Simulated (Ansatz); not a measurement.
# CH7AsBNSi: the cost of one run

Computed with Ansatz 0.2.0, Gaussian basis. Level: functionals in def2-TZVPP, the program's frozen cores in correlated methods.

Levels to be run: PBE-D4, r2SCAN-D4, PBE0-D4, B3LYP-D4, ωB97X-V, ωB97M-V, B2PLYP; CCSD(T)/def2-TZVPP; MP2/def2-QZVPP; extrapolation to the limit.

**1. Structure used throughout**

The geometry comes from an earlier relaxation with PBE0-D4 in a triple-zeta def2 set; it is a stationary point, not always the lowest conformer.

SMILES `B[As]1C[SiH2]N1`, 12 atoms, charge 0, spin multiplicity 1.

Atoms are counted from 1 here; the program's logs count them from 0.

Bond lengths: B1–As2 1.996 Å, B1–H6 1.197 Å, B1–H7 1.195 Å, As2–C3 1.998 Å, As2–N5 1.889 Å, C3–Si4 1.880 Å, C3–H8 1.087 Å, C3–H9 1.089 Å, Si4–N5 1.723 Å, Si4–H10 1.489 Å, Si4–H11 1.496 Å, N5–H12 1.007 Å. Angles: As2–B1–H6 117.9°, As2–B1–H7 121.0°, H6–B1–H7 120.0°, B1–As2–C3 102.8°, B1–As2–N5 107.5°, C3–As2–N5 82.1°, As2–C3–Si4 87.1°, As2–C3–H8 114.2°, As2–C3–H9 109.4°, Si4–C3–H8 117.6°, Si4–C3–H9 116.3°, H8–C3–H9 110.3°, C3–Si4–N5 90.1°, C3–Si4–H10 118.4°, C3–Si4–H11 109.3°, N5–Si4–H10 115.0°, N5–Si4–H11 115.1°, H10–Si4–H11 108.3° and more.

As a file:

```xyz
12

B    -1.7256    1.2847    0.1944
As    0.2574    1.2967    0.4197
C     0.6279   -0.5090    1.1894
Si    0.8125   -1.1187   -0.5792
N     1.0074    0.5047   -1.1220
H    -2.4019    1.2711    1.1814
H    -2.2248    1.5052   -0.8689
H    -0.1889   -0.9175    1.7798
H     1.5402   -0.4685    1.7835
H     1.9472   -2.0288   -0.8994
H    -0.4580   -1.7822   -1.0083
H     0.8838    0.9070   -2.0366
```

**2. PBE-D4 (GGA)**

in.yaml reads:

```yaml
crystal:
  periodic: [false, false, false]
  atoms:
    - {symbol: B, position_ang: [-1.725600, 1.284713, 0.194425]}
    - {symbol: As, position_ang: [0.257382, 1.296730, 0.419715]}
    - {symbol: C, position_ang: [0.627909, -0.508957, 1.189425]}
    - {symbol: Si, position_ang: [0.812479, -1.118690, -0.579160]}
    - {symbol: N, position_ang: [1.007376, 0.504733, -1.122041]}
    - {symbol: H, position_ang: [-2.401934, 1.271115, 1.181429]}
    - {symbol: H, position_ang: [-2.224836, 1.505158, -0.868909]}
    - {symbol: H, position_ang: [-0.188905, -0.917463, 1.779796]}
    - {symbol: H, position_ang: [1.540153, -0.468536, 1.783457]}
    - {symbol: H, position_ang: [1.947181, -2.028784, -0.899356]}
    - {symbol: H, position_ang: [-0.458012, -1.782175, -1.008285]}
    - {symbol: H, position_ang: [0.883806, 0.906955, -2.036594]}
basis:
  gaussian: {orbitals: def2-TZVPP}
hamiltonian: {xc: pbe, dispersion: d4}
output: {forces: true, orbitals: {seedname: orbitals}}
```

On the command line:

```
ansatz run in.yaml --threads 4 --pin off --events-out ev --progress --plain --max-ram 10444MiB
```

**Question.** How long does this run take on 4 threads of Arm Neoverse V2, shared host, and how much memory does it need?

About 3.6 s, with a peak of 0.44 GiB.
